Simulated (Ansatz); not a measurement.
**C₃H₉ClFNSn: one species, many methods**

Aim: compute C₃H₉ClFNSn with functionals from several rungs and with coupled cluster. The yardstick is the atomisation energy at the CCSD(T) limit.

Program: Ansatz 0.2.0, Gaussian basis. Level of theory: functionals in def2-TZVPP, the program's frozen cores in correlated methods. These are calculated values, not measurements.

Plan: LDA (SPW92), PBE-D4, revPBE-D4, BLYP-D4, r2SCAN-D4, B97M-V, PBE0-D4, B3LYP-D4, r2SCANh-D4, r2SCAN0-D4, HSE06-D4, BHLYP-D4, CAM-B3LYP-D4, LC-ωPBE, ωB97X-V, ωB97M-V, B2PLYP, PBE-QIDH; CCSD(T)/def2-SVP; CCSD(T)/def2-TZVPP; MP2/def2-QZVPP; extrapolation to the limit; RPA on PBE.

### Step 1. The relaxed structure

The geometry comes from an earlier relaxation with PBE0-D4 in a triple-zeta def2 set; it is a stationary point, not always the lowest conformer. Sn takes the def2 core potential; no spin-orbit term is included.

16 atoms, charge 0, spin multiplicity 1.

Atoms are counted from 1 here; the program's logs count them from 0.

Bond lengths: C1–C2 1.513 Å, C1–H8 1.097 Å, C1–H9 1.093 Å, C1–H10 1.091 Å, C2–N3 1.449 Å, C2–H11 1.099 Å, C2–H12 1.102 Å, N3–C4 1.450 Å, N3–Sn5 2.000 Å, C4–H13 1.091 Å, C4–H14 1.100 Å, C4–H15 1.097 Å, Sn5–F6 1.915 Å, Sn5–Cl7 2.331 Å, Sn5–H16 1.691 Å. Angles: C2–C1–H8 111.8°, C2–C1–H9 111.2°, C2–C1–H10 110.6°, H8–C1–H9 108.8°, H8–C1–H10 106.3°, H9–C1–H10 108.1°, C1–C2–N3 112.8°, C1–C2–H11 109.3°, C1–C2–H12 109.5°, N3–C2–H11 107.5°, N3–C2–H12 111.3°, H11–C2–H12 106.2°, C2–N3–C4 112.9°, C2–N3–Sn5 118.6°, C4–N3–Sn5 116.7°, N3–C4–H13 110.7°, N3–C4–H14 112.9°, N3–C4–H15 109.3° and more.

### Step 2. LDA

This LDA is Slater exchange with PW92 correlation.

The input, in.yaml:

```yaml
crystal:
  periodic: [false, false, false]
  atoms:
    - {symbol: C, position_ang: [0.032316, -1.869302, -0.711196]}
    - {symbol: C, position_ang: [0.492246, -0.454224, -0.983677]}
    - {symbol: N, position_ang: [0.456760, 0.384113, 0.197468]}
    - {symbol: C, position_ang: [0.890586, 1.743150, -0.063235]}
    - {symbol: Sn, position_ang: [-1.050719, 0.154190, 1.490874]}
    - {symbol: F, position_ang: [-0.824686, 1.663196, 2.648001]}
    - {symbol: Cl, position_ang: [-3.131011, 0.478897, 0.491365]}
    - {symbol: H, position_ang: [-1.033060, -1.907582, -0.450558]}
    - {symbol: H, position_ang: [0.608835, -2.323111, 0.098859]}
    - {symbol: H, position_ang: [0.151611, -2.489640, -1.600879]}
    - {symbol: H, position_ang: [1.529740, -0.473132, -1.345533]}
    - {symbol: H, position_ang: [-0.110162, -0.022941, -1.799864]}
    - {symbol: H, position_ang: [0.826293, 2.348406, 0.841914]}
    - {symbol: H, position_ang: [0.303518, 2.236642, -0.851712]}
    - {symbol: H, position_ang: [1.938534, 1.732895, -0.386117]}
    - {symbol: H, position_ang: [-1.103703, -1.224156, 2.468791]}
basis:
  gaussian: {orbitals: def2-TZVPP}
hamiltonian: {xc: lda}
output: {orbitals: {seedname: orbitals}}
```

After this run come: PBE-D4 (GGA); revPBE-D4 (GGA); BLYP-D4 (GGA); r2SCAN-D4 (meta-GGA); B97M-V (meta-GGA); PBE0-D4 (hybrid); B3LYP-D4 (hybrid); r2SCANh-D4 (hybrid); r2SCAN0-D4 (hybrid); HSE06-D4 (hybrid); BHLYP-D4 (hybrid); CAM-B3LYP-D4 (range-separated); LC-ωPBE (range-separated); ωB97X-V (range-separated); ωB97M-V (range-separated); B2PLYP (double hybrid); PBE-QIDH (double hybrid); CCSD(T) in def2-SVP; CCSD(T) in def2-TZVPP; MP2 in def2-QZVPP; RPA on PBE orbitals.

Before running them: what should the planned runs give, taken together? Wanted: atomisation energy, CCSD(T)/CBS; farthest beyond LDA; mean size of error, GGA; mean size of error, meta-GGA; mean size of error, hybrid; mean size of error, range-separated; mean size of error, double hybrid; gap, smallest and largest; T1 diagnostic.

**Answer**, as computed:

| quantity | value |
| --- | --- |
| atomisation energy, CCSD(T)/CBS | 5760.8 kJ/mol |
| functionals within 57.6 kJ/mol (1.0 %) | BLYP-D4, r2SCAN-D4, B97M-V, PBE0-D4, B3LYP-D4, HSE06-D4, CAM-B3LYP-D4, LC-ωPBE, ωB97X-V, ωB97M-V |
| farthest beyond LDA | BHLYP-D4 (-196.5 kJ/mol) |
| mean size of error, GGA | 62.6 kJ/mol |
| mean size of error, meta-GGA | 16.2 kJ/mol |
| mean size of error, hybrid | 72.9 kJ/mol |
| mean size of error, range-separated | 16.9 kJ/mol |
| mean size of error, double hybrid | 84.5 kJ/mol |
| gap, smallest and largest | 3.27 eV (LDA (SPW92)), 10.64 eV (LC-ωPBE) |
| T1 diagnostic | 0.0125 |
| triples share of the correlation energy | 3.6 % |

In words: The LDA atomisation energy is off by 821.6 kJ/mol (14 %): it overbinds. PBE-D4 misses by +86.2 kJ/mol. Double hybrids carry the basis error of their MP2 part in triple zeta, and no dispersion term here, so their miss is partly the set-up's. The rungs meta-GGA, range-separated miss on average by less than the doubt on the reference (57.6 kJ/mol), so they tie. Misses under about 57.6 kJ/mol are within the doubt on the reference itself, which lacks core-valence correlation, spin-orbit coupling and higher excitations, and its outer-core shells are covered unevenly. All levels share the lack of spin-orbit coupling, which lowers the free heavy atoms and so the true binding. Hartree-Fock recovers 71 % of the binding; the rest is correlation. CCSD(T) in def2-SVP is off by -344.5 kJ/mol, so the small basis spoils what the method gains. The gap grows from 3.3 to 10.6 eV across the functionals, mostly with the share of exact exchange. Correlated methods include outer-core shells of Sn, which these sets cover unevenly.
